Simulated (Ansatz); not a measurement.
The system is PtSe.

```
Pt Se
1.0
     0.00000    3.03745    3.03745
     3.03745    0.00000    3.03745
     3.03745    3.03745    0.00000
Pt Se
1 1
Cartesian
  0.0000 0.0000 0.0000
  1.5187 1.5187 1.5187
```

The cell comes from a database or a generator and needn't be the stable form of this composition.

Base run:

```yaml
Program: Ansatz 0.2.0
Functional: r2SCAN
Potentials_or_basis: Ansatz PAW
Cutoff: "500 eV (not typed: the program's choice for these potentials)"
k_mesh: 8 × 8 × 8
Occupations: fermi-dirac, width 0.05 eV
Spin: no spin polarisation
Hubbard_terms: Pt d U = 8 eV
```

Its results: band gap on the k mesh none (metal or under the smearing width); pressure -12.3 GPa.

Question: The run is repeated on the same cell with these changes: hubbard terms from Pt d U = 8 eV to Pt d U = 2 eV. What comes out?

Answer: Band gap on the k mesh none (metal or under the smearing width); pressure -13.4 GPa.

Caveats: U without spin polarisation on a metal has little footing; the PAW data sets come from PBE, with cores solved anew for the run's functional, which leaves a small shift of forces and pressure; the density of states is complete only up to the lowest level of the last band computed.
